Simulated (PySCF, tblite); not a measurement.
# C₃H₁₁NO₂Si₂: geometry, infrared bands and NMR shifts

Aim: predict the infrared bands and NMR shifts of C₃H₁₁NO₂Si₂ (`CNC(=O)[C@H]([SiH3])O[SiH3]`).

Programs: tblite 0.8.0 and PySCF 2.14.0, with density-fitted response routines of our own. Each step states its level of theory. These are calculated values for one molecule in the gas phase, unless marked as measured. Atoms count from 0, in the outputs and in this text.

### Step 1. The molecule as given

19 atoms, charge 0, multiplicity 1; geometry from: force field or distance geometry start.

Bonds of the start (Å): C0–N1 1.47, N1–C2 1.42, C2–O3 1.25, C2–C4 1.50, C4–Si5 1.85, C4–O6 1.38, O6–Si7 1.68, C0–H8 1.11, C0–H9 1.10, C0–H10 1.10, N1–H11 1.04, C4–H12 1.11, Si5–H13 1.46, Si5–H14 1.48, Si5–H15 1.48, Si7–H16 1.47, Si7–H17 1.48, Si7–H18 1.48.

### Step 2. Optimising the geometry with GFN2-xTB

Job settings and geometry (Å):

```
{"job": {"kind": "relax", "xc": "GFN2-xTB", "basis": "xTB"}, "charge": 0, "multiplicity": 1}
C      2.920700    -0.078900    -1.302300
N      1.583400     0.387300    -0.916000
C      0.708800    -0.484200    -0.209200
O      1.028300    -1.664000     0.074400
C     -0.644200     0.029200     0.178800
Si    -0.375000     1.565400     1.178200
O     -1.368900    -0.942200     0.833600
Si    -2.859100    -1.338300     0.158700
H      2.972500    -1.185000    -1.333900
H      3.070500     0.286000    -2.332100
H      3.706500     0.371800    -0.677400
H      1.236000     1.348000    -1.110600
H     -1.254700     0.342000    -0.695700
H     -0.558800     2.742900     0.341100
H      1.022600     1.593600     1.651200
H     -1.230000     1.636700     2.381300
H     -3.243200    -0.484300    -0.973800
H     -3.967400    -1.402100     1.133700
H     -2.757700    -2.714600    -0.372100
```

Started as:

```sh
OMP_NUM_THREADS=1 python probes_run.py task.json out
```

The driver reads the jobs from task.json and runs them one after another.

**Question.** This job is followed by: GFN2-xTB harmonic vibrations, gas phase; GIAO PBE0/pcSseg-1 NMR shielding, non-relativistic, gas phase. What will the session give for the following? strongest single infrared mode (GFN2-xTB); zero-point energy (GFN2-xTB); ¹³C shifts against TMS (PBE0/pcSseg-1); ¹H shifts against TMS (PBE0/pcSseg-1, means over atoms taken as alike); ¹⁵N shifts against NH3 (PBE0/pcSseg-1); ¹⁷O shifts against H2O (PBE0/pcSseg-1); ²⁹Si shifts against TMS (PBE0/pcSseg-1).

**Answer**, as computed:

| quantity | value |
| --- | --- |
| strongest single infrared mode (GFN2-xTB) | 2216 cm⁻¹, 472 km/mol |
| zero-point energy (GFN2-xTB) | 83.2 kcal/mol |
| ¹³C shifts against TMS (PBE0/pcSseg-1) | 178.0, 65.1, 26.6 ppm |
| ¹H shifts against TMS (PBE0/pcSseg-1, means over atoms taken as alike) | 5.04, 4.37, 4.12, 3.92, 3.23 ppm |
| ¹⁵N shifts against NH3 (PBE0/pcSseg-1) | 114.9 ppm |
| ¹⁷O shifts against H2O (PBE0/pcSseg-1) | 370.6, 1.9 ppm |
| ²⁹Si shifts against TMS (PBE0/pcSseg-1) | -49.5, -66.1 ppm |

In words: The optimisation took 226 steps and gained 1.170 eV; among the close pairs (by a distance rule), N1–C2 changed most, from 1.423 to 1.348 Å. All 51 modes are real, so the xTB geometry is a minimum. The strongest single mode, at 2216 cm⁻¹, moves mainly H17. Unscaled tight-binding wavenumbers are off by several per cent, some by more. Its intensities can rank the bands wrongly. At PBE0/pcSseg-1: The largest span, 690 ppm, is at O3, where the paramagnetic term is -440 ppm.
